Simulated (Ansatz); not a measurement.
# Nb3CdB: one candidate of a structure search, part 2 of 2

The task: take a trial cell of Nb3CdB to zero force and stress.

Ansatz 0.2.0; DFT PBE, scalar-relativistic, plane waves, PAW. The steps go on from the part before.

## Step 4: Spin check on a coarse mesh

File input.yaml:

```yaml
crystal:
  lattice:
    - [4.9149294568, 0.0, 0.0]
    - [0.0, 4.9149294568, 0.0]
    - [0.0, 0.0, 4.9149294568]
  atoms:
    - { symbol: Nb, position: [0.0, 0.5, 0.5], spin: 1.0 }
    - { symbol: Nb, position: [0.5, 0.0, 0.5], spin: 1.0 }
    - { symbol: Nb, position: [0.5, 0.5, 0.0], spin: 1.0 }
    - { symbol: Cd, position: [0.5, 0.5, 0.5] }
    - { symbol: B, position: [0.0, 0.0, 0.0] }
basis:
  ecutwfc: 420
kpoints:
  mp_grid: { grid: [4, 4, 4] }
hamiltonian:
  xc: pbe
scf:
  occupations: { method: gaussian, width: 0.1 }
  lower_state_search: "off"
output:
  forces: true
  stress: true
  eigenvalues: true
  populations: true
magnetization:
  spin_polarized: true
```

Started as:

```console
$ ansatz run input.yaml --threads 1 --pin off --max-ram 2560MiB --backend cpu --events-out ev --progress --plain --runs-dir out
```

The program printed, cut to the lines that bear on the results:

```text
[...]
SCF converged after 16 iterations
Magnetization: -0.0000 μB (31.0000 up, 31.0000 down)
Absolute magnetization: 0.0000 μB (∫|ρ↑−ρ↓|, with the PAW one-centre terms)
Spin contamination: 0.0000 ħ² per cell (⟨S²⟩ above its minimum at these occupations)
Per-site moments (μB) at R_I (Å): [(1.7435358850873541e-7, 1.013704200465), (1.7435358837773086e-7, 1.013704200465), (1.743535884086651e-7, 1.013704200465), (2.697453602902603e-8, 1.013704200465), (-1.5671812200138465e-6, 1.4335942285321777)]
Free energy (F): -22053.517058 eV
[...]
E sigma→0 (E₀):  -22053.509508 eV
Entropy (-TS):   -0.015100 eV (-3.020 meV/atom)
Fermi energy:    10.392578 eV
[...]
--- Forces (eV/Å), atoms counted from 1 ---
  atom   1  Nb     0.00000000     0.00000000     0.00000000
  atom   2  Nb     0.00000000    -0.00000000     0.00000000
  atom   3  Nb     0.00000000    -0.00000000    -0.00000000
  atom   4  Cd     0.00000000    -0.00000000    -0.00000000
  atom   5  B     -0.00000000     0.00000000    -0.00000000
[...]
--- Stress (GPa, compression-positive) ---
        0.031581      -0.000000       0.000000
       -0.000000       0.031581       0.000000
        0.000000       0.000000       0.031581
  P = ⅓ Tr σ = 0.0316 GPa (0.316 kbar)
--- Band table (eV; the first three rows and the last of 20) ---
[...]
--- Löwdin populations: 5 sites ---
  site symbol       q [e]    m [muB]
     0     Nb     13.0385     0.0000
     1     Nb     13.0385     0.0000
     2     Nb     13.0385     0.0000
     3     Cd     18.7782    -0.0000
     4      B      3.6162    -0.0000
  spilling = 0.007903 (of n_electrons = 62.000000)
```

Wall time 11 s (1 thread of Arm Neoverse V1, shared host); peak memory 0.41 GiB.

By site:

| atom | Löwdin electrons |
| --- | --- |
| Nb1 | 13.04 |
| Nb2 | 13.04 |
| Nb3 | 13.04 |
| Cd4 | 18.78 |
| B5 | 3.62 |

The Löwdin counts miss 0.49 of the 62 electrons, which the atomic orbitals do not span, so they are no charges.

The same cell is solved with trial moments on Nb. The largest site moment that stays is 0.00 μB and the cell's total 0.00 μB. The workflow keeps spin only above 0.25 μB on a site, so the next run goes without spin.

## Step 5: Full relaxation

The end of the coarse run is made exact in the group found at a tolerance of 0.06 Å and reduced to its primitive cell.

File input.yaml:

```yaml
crystal:
  lattice:
    - [4.9149294568, 0.0, 0.0]
    - [0.0, 4.9149294568, 0.0]
    - [0.0, 0.0, 4.9149294568]
  atoms:
    - { symbol: Nb, position: [0.0, 0.5, 0.5] }
    - { symbol: Nb, position: [0.5, 0.0, 0.5] }
    - { symbol: Nb, position: [0.5, 0.5, 0.0] }
    - { symbol: Cd, position: [0.5, 0.5, 0.5] }
    - { symbol: B, position: [0.0, 0.0, 0.0] }
basis:
  ecutwfc: 420
kpoints:
  mp_grid: { grid: [8, 8, 8] }
hamiltonian:
  xc: pbe
scf:
  occupations: { method: gaussian, width: 0.1 }
output:
  forces: true
  stress: true
  eigenvalues: true
relax:
  adjacent_minimum: "off"
  f_tol: 0.01
  max_steps: 80
  cell: { stress_tol: 0.05 }
```

Started as:

```console
$ ansatz run input.yaml --threads 1 --pin off --max-ram 2560MiB --backend cpu --events-out ev --progress --plain --runs-dir out
```

The program printed, cut to the lines that bear on the results:

```text
Warning: RAYON_NUM_THREADS=1 ignored (pool sized by the plan → 1); use --threads N
[...]
[... 5 set-up lines as earlier in the session ...]
[...]
Crystal: 5 atoms, lattice volume = 118.728 Å³
Basis set: ecut = 420 eV, 2325 PW (Γ), exchange–correlation on 72×72×72 points (8 copies of the dense FFT grid, shifted against one another)
Bands: 38, of which v1, the nominal top of the filled ones, is band 31 counted from 1 (30 counted from 0)
[... 1 set-up line as earlier in the session ...]
Space group: Pm-3m (ITA 221), of the structure as read, at distance tolerance 4.9e-5 Å
k-points: 35 of 512
[...]
--- Stress (GPa, compression-positive) ---
       -0.000514       0.000000      -0.000000
        0.000000      -0.000514      -0.000000
       -0.000000      -0.000000      -0.000514
  P = ⅓ Tr σ = -0.0005 GPa (-0.005 kbar)
--- Band table (eV; the first three rows and the last of 35) ---
[...]
--- Relaxed structure (3 steps of the walk, 3 accepted, 1 SCFs on fresh bases) ---
  F+E_penalty+E_count = -22053.54600091 eV   max|allowed force component| = 4.880e-29 eV/Å   (the final SCF, on the basis selected at the relaxed cell)
  cell:  # Å, volume = 119.0236 Å³
    - [4.919009192692762, 4.49383653690355e-34, 6.419766481290786e-35]
    - [4.49383653690355e-34, 4.919009192692762, -6.419766481290786e-35]
    - [6.419766481290786e-35, -6.419766481290786e-35, 4.919009192692762]
  atoms:
    - { symbol: Nb, position: [3.6736220421493645e-37, 0.5, 0.5] }
    - { symbol: Nb, position: [0.5, 2.806239056532288e-38, 0.5] }
    - { symbol: Nb, position: [0.5, 0.5, -1.5306758529051832e-38] }
    - { symbol: Cd, position: [0.5, 0.5, 0.5] }
    - { symbol: B, position: [-1.0612685928277924e-36, -7.398266634254658e-38, -6.632928710177989e-38] }
```

It took 35 s on 1 thread of Arm Neoverse V1, shared host; peak memory 0.45 GiB.

Relaxation path:

| step | E - E(step 1) (eV/cell) | largest force component (eV/Å) | pressure (GPa) | volume (Å³) |
| --- | --- | --- | --- | --- |
| 1 | 0.0000 | 0.0000 | 0.22 | 118.73 |
| 2 | 0.0000 | 0.0000 | -0.13 | 119.20 |
| 3 | -0.0001 | 0.0000 | 0.00 | 119.02 |
| 4 | -0.0002 | 0.0000 | 0.00 | 119.02 |

Step 1 is the start. Step 4 repeats the geometry before it on a plane-wave basis chosen anew for that cell, so its energy need not be comparable with the rows above.

|  | before | after | change |
| --- | --- | --- | --- |
| a (Å) | 4.915 | 4.919 | +0.1 % |
| b (Å) | 4.915 | 4.919 | +0.1 % |
| c (Å) | 4.915 | 4.919 | +0.1 % |
| volume (Å³/atom) | 23.75 | 23.80 | +0.2 % |
| shortest distance (Å) | 2.457 | 2.460 | +0.1 % |
| space group (0.01 Å) | Pm-3m | Pm-3m | same |

Forces and stress were held to the start's 48 operations: a distortion of lower symmetry was not tested.

## Step 6: Changed: mp_grid.grid [6, 6, 6], scf.algorithm density_mixing

File input.yaml:

```yaml
crystal:
  lattice:
    - [4.9190091927, 0.0, 0.0]
    - [0.0, 4.9190091927, 0.0]
    - [0.0, 0.0, 4.9190091927]
  atoms:
    - { symbol: Nb, position: [0.0, 0.5, 0.5] }
    - { symbol: Nb, position: [0.5, 0.0, 0.5] }
    - { symbol: Nb, position: [0.5, 0.5, 0.0] }
    - { symbol: Cd, position: [0.5, 0.5, 0.5] }
    - { symbol: B, position: [0.0, 0.0, 0.0] }
basis:
  ecutwfc: 420
kpoints:
  mp_grid: { grid: [6, 6, 6] }
hamiltonian:
  xc: pbe
scf:
  occupations: { method: gaussian, width: 0.1 }
  algorithm: density_mixing
output:
  forces: true
  eigenvalues: true
  stress: true
```

Started as:

```console
$ ansatz run input.yaml --threads 1 --pin off --max-ram 2560MiB --backend cpu --events-out ev --progress --plain --runs-dir out
```

The program printed, cut to the lines that bear on the results:

```text
Warning: RAYON_NUM_THREADS=1 ignored (pool sized by the plan → 1); use --threads N
[...]
[... 5 set-up lines as earlier in the session ...]
[...]
Crystal: 5 atoms, lattice volume = 119.024 Å³
Basis set: ecut = 420 eV, 2325 PW (Γ), exchange–correlation on 72×72×72 points (8 copies of the dense FFT grid, shifted against one another)
Bands: 38, of which v1, the nominal top of the filled ones, is band 31 counted from 1 (30 counted from 0)
[... 2 set-up lines as earlier in the session ...]
k-points: 20 of 216
[...]
SCF iter   1: F=—  HF=-22053.552677 eV  |F-HF|=—  |Δ(HF+E_count)|=         —  Δρ=6.50e-3  dr2=6.25e-2  ethr=1.77e-3  ⟨swp⟩=4.9  Hψ=2554  notcnv=0
[...]
SCF iter   7: F=-22053.546407 eV  HF=-22053.546407 eV  |F-HF|=9.83e-9  |Δ(HF+E_count)|=   3.63e-7  Δρ=6.20e-6  dr2=5.85e-8  ethr=1.61e-10  ⟨swp⟩=7.6  Hψ=2768  notcnv=0
[...]
SCF converged after 7 iterations
Free energy (F): -22053.546407 eV
[...]
E sigma→0 (E₀):  -22053.539041 eV
Entropy (-TS):   -0.014732 eV (-2.946 meV/atom)
Fermi energy:    10.346444 eV
[...]
--- Forces (eV/Å), atoms counted from 1 ---
  atom   1  Nb     0.00000000     0.00000000     0.00000000
  atom   2  Nb     0.00000000    -0.00000000     0.00000000
  atom   3  Nb     0.00000000    -0.00000000    -0.00000000
  atom   4  Cd     0.00000000    -0.00000000    -0.00000000
  atom   5  B     -0.00000000     0.00000000    -0.00000000
[...]
--- Stress (GPa, compression-positive) ---
        0.051951       0.000000       0.000000
        0.000000       0.051951       0.000000
        0.000000       0.000000       0.051951
  P = ⅓ Tr σ = 0.0520 GPa (0.520 kbar)
--- Band table (eV; the first three rows and the last of 20) ---
[...]
```

It took 4.7 s on 1 thread of Arm Neoverse V1, shared host; peak memory 0.39 GiB.

| run | ending | energy change | pressure (GPa) | gap (eV) | force (eV/Å) | cycles | time |
| --- | --- | --- | --- | --- | --- | --- | --- |
| step 5 | converged | 0 | 0.0 | 0.00 | 0.00 | - | 35 s |
| variant | converged | -0.1 meV/atom | 0.1 | 0.00 | 0.00 | 7 | 4.7 s |

Changing the k-point mesh and solver hardly moves the energy: -0.1 meV/atom.

## Step 7: What came out

What follows sums up all 2 parts. Changes of volume or cell count from the first structure of part 1.

```
                              quantity                                                                      value
symmetry at the end (tolerance 0.05 Å)                                                space group Pm-3m (No. 221)
                     conventional cell  a = 4.919 Å, b = 4.919 Å, c = 4.919 Å, α = 90.00°, β = 90.00°, γ = 90.00°
                                volume                                                              23.80 Å³/atom
              energy over the elements                                                              +2.74 eV/atom
                       gap on the mesh                                                               none (metal)
```

In words: The space group Pm-3m (No. 221) is kept, and the volume per atom grows by 38.8 % from the first guess. The formation energy is positive, so the separate elements lie lower. No finished test with a distortion of lower symmetry is shown, so the end may be a saddle point. Other magnetic orders were not searched.
